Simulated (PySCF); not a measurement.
**SeO−: from the state search to spectroscopic constants**

One job finds the state of SeO−, follows it along the bond with each method and fits the curves.

Program: PySCF 2.14.0. Level of theory: Se aug-cc-pVDZ-PP with ECP10, O aug-cc-pVDZ, scalar-relativistic core potentials. These are calculated values, not measurements.

## Step 1: The job

A driver script around PySCF takes these settings:

```yaml
atoms: Se, O
charge: -1
basis: Se aug-cc-pVDZ-PP with ECP10, O aug-cc-pVDZ
Hamiltonian: scalar-relativistic core potentials
basis_functions: 55
electrons_treated: 33
masses_in_u: 79.9165, 15.9949
levels: PBE0, PBE, r²SCAN, PW91, B2PLYP, BLYP, CAM-B3LYP, HF, MP2, SCS-MP2
grid: 80 radial by 434 angular points
occupations: held fixed by the projection of orbital angular momentum
dissociation_limit: Se− + O, each in its ground configuration
starting_distance_in_angstrom: 1.815
values_of_2S_to_try: 1, 3
```

Run with:

```bash
> OMP_NUM_THREADS=1 python dia.py task.json out
```

After this run come: The PBE0 curve of the state that the search chose; Excited determinants; PBE (GGA); r²SCAN (meta-GGA); PW91 (GGA); B2PLYP (double hybrid); BLYP (GGA); CAM-B3LYP (range-separated hybrid); UHF (mean field).

What does the calculation give? Wanted: for each run, Re; ωe; De; μ.

As calculated:

Lowest PBE0 solution found, without spin–orbit coupling: ²Π (doublet), unpaired electrons π ↑. State 2 has its PBE0 minimum 1.92 eV higher. The other levels ran on the lowest alone.

```tsv
level	Re (Å)	ωe (cm⁻¹)	De (eV)	μ (D)
PBE	1.775	697	4.41	-2.11
PW91	1.775	698	4.44	-2.14
BLYP	1.794	665	4.22	-2.22
r²SCAN	1.759	723	3.92	-2.04
PBE0	1.745	751	3.74	-2.14
CAM-B3LYP	1.744	758	3.72	-2.37
B2PLYP	1.757	779	3.74	-2.18
```

De is counted to Se− + O in their ground configurations. A positive dipole points from Se to O; in an ion it is taken about the centre of mass and does not tell which atom is negative. No constants: UHF (fits of two degrees disagree); UHF-MP2 (the points don't follow one smooth fit); UHF-SCS-MP2 (the points don't follow one smooth fit).

In words: The methods spread over 0.050 Å in bond length, from CAM-B3LYP to BLYP. Among the levels with a De in the table, it runs from 3.72 eV (CAM-B3LYP) to 4.44 eV (PW91).

Correlated steps freeze 5 core orbitals. B2PLYP dipoles, levels and charges come from its SCF part alone. With some functionals the highest level of the anion is positive, from self-interaction error or because the anion is truly unbound there; the finite basis then holds the extra electron, and no neutral molecule was run to test the binding.
